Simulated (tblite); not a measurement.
# C7H12O3: the cost of one run

The runs use tblite 0.8.0 and PySCF 2.14.0, with density-fitted response routines of our own; the level of theory stands in each step. All values are computed, except where a source is named. Atoms are numbered from 0 throughout.

## (1) Starting geometry

22 atoms, charge 0, multiplicity 1; geometry from: force field or distance geometry start.

Bonds of the start (Å): C0–C1 1.50, C1–C2 1.49, C2–O3 1.37, C1–C4 1.33, C4–C5 1.49, C4–C6 1.49, C6–O7 1.43, O7–C8 1.39, C8–O9 1.27, C0–H10 1.14, C0–H11 1.09, C0–H12 1.10, C2–H13 1.11, C2–H14 1.13, O3–H15 1.00, C5–H16 1.12, C5–H17 1.09, C5–H18 1.12, C6–H19 1.12, C6–H20 1.10, C8–H21 1.08.

## (2) Optimising the geometry with GFN2-xTB

The job: settings as JSON, then the geometry in Å.

```
{"job": {"kind": "relax", "xc": "GFN2-xTB", "basis": "xTB"}, "charge": 0, "multiplicity": 1}
C     -1.120200    -1.601000    -0.224500
C     -1.013100    -0.106900    -0.091900
C     -2.268600     0.637300     0.229700
O     -2.775000     0.174600     1.416500
C      0.157400     0.519400    -0.213200
C      0.255100     2.002400    -0.078900
C      1.359400    -0.298500    -0.528200
O      2.358100    -0.166600     0.481100
C      3.570900    -0.839200     0.429500
O      3.755600    -1.593400    -0.578700
H     -2.104900    -1.871000     0.280400
H     -1.235800    -1.881500    -1.273200
H     -0.362800    -2.151900     0.353000
H     -2.115000     1.732200     0.189000
H     -2.998500     0.336500    -0.578100
H     -3.707100    -0.189300     1.339200
H      1.273400     2.308700    -0.423100
H     -0.470300     2.551500    -0.679900
H      0.147400     2.355200     0.979200
H      1.821800     0.188200    -1.421600
H      1.128200    -1.342000    -0.791500
H      4.333600    -0.745500     1.184500
```

Run with:

```sh
OMP_NUM_THREADS=1 python probes_run.py task.json out
```

The driver reads the jobs from task.json and runs them one after another.

Q: Estimate the wall time and peak memory of this first job on 1 thread of Arm Neoverse V1, shared host.

About 1.8 s, with a peak of 0.18 GiB.
